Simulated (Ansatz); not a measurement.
Consider an atomisation energy of CH6GeSSi, SMILES [SH][GeH]1[CH2][SiH2]1 (Ansatz's Python interface).

`tae_ch6gessi.py`
```python
"""Atomisation energy of CH6GeSSi at the given geometry."""

from collections import Counter
import logging
import sys

import ansatz as az

logging.basicConfig(stream=sys.stdout, format="%(name)s: %(message)s")
log = logging.getLogger("ansatz_job")
log.setLevel(logging.INFO)

params = {
    "basis": "def2-SVPD",
    "functional": "HF",
}


def energy_of(molecule, charge=0, unpaired=0):
    calc = (
        molecule.calculation()
        .basis(gaussian=params["basis"])
        .functional(params["functional"])
        .scf(lower_state_search="off")  # control of the self-consistency loop
    )
    if charge:
        calc = calc.charge(charge)
    if unpaired:
        calc = calc.spin("collinear", total=unpaired)
    report = calc.run().report
    if report["published_state_doubts"]:
        print("  doubts:", report["published_state_doubts"])
    return report["free_energy_ev"]

geometry_ang = [
    ("S", (-1.2834, 0.5798, -2.0863)),
    ("Ge", (-0.9254, 0.2277, 0.0477)),
    ("C", (0.4364, -1.1016, 0.181)),
    ("Si", (1.4351, 0.4297, 0.6549)),
    ("H", (-2.3309, 1.5559, -1.8032)),
    ("H", (-2.0773, -0.1576, 0.998)),
    ("H", (0.3444, -1.8045, 1.0429)),
    ("H", (0.8177, -1.5104, -0.7888)),
    ("H", (2.1522, 1.0688, -0.3679)),
    ("H", (1.5142, 0.6611, 2.1246)),
]
geometry = az.Crystal.molecule()
for symbol, xyz in geometry_ang:
    geometry = geometry.atom(symbol, xyz)

# unpaired electrons of the ground-state atoms
unpaired = {"S": 2, "Ge": 2, "C": 2, "Si": 2, "H": 1}
counts = Counter(site.symbol for site in geometry.cartesian_sites)
atom_energy = {s: energy_of(az.Crystal.molecule().atom(s, (0, 0, 0)), 0, unpaired[s]) for s in counts}
whole = energy_of(geometry, 0, 0)
for s, e in atom_energy.items():
    log.info(f"{s:2s} x{counts[s]}  {e:14.5f} eV")
log.info(f"CH6GeSSi: {whole:.5f} eV")
split = sum(counts[s] * e for s, e in atom_energy.items()) - whole
log.info(f"atomisation energy (no zero-point term): {23.060548 * split:.1f} kcal/mol, {split / sum(counts.values()):.3f} eV an atom")
```

What does it cost to take this molecule apart into atoms?

507.7 kcal/mol from the electronic energies, without the zero-point term.

What the script printed:

```console
$ python tae_ch6gessi.py
ansatz_job: S  x1    -10813.02816 eV
ansatz_job: Ge x1    -56465.21878 eV
ansatz_job: C  x1     -1024.40679 eV
ansatz_job: Si x1     -7857.40309 eV
ansatz_job: H  x6       -13.58606 eV
ansatz_job: CH6GeSSi: -76263.59020 eV
ansatz_job: atomisation energy (no zero-point term): 507.7 kcal/mol, 2.202 eV an atom
```

These settings explore the input space; basis and method may be short of convergence. The geometry is a force-field or estimated start, not a minimum of this method, and the basis set is short of its limit. All parts are taken at fixed geometry, without zero-point energy. Hartree-Fock leaves correlation out, so bond, atomisation and ionisation energies come out well too low. The whole script took 3.7 s on 1 thread of Arm Neoverse V1, with other jobs on the host, peak memory 0.43 GiB.

(Lines on the test bed's own set-up are left out of the output.)
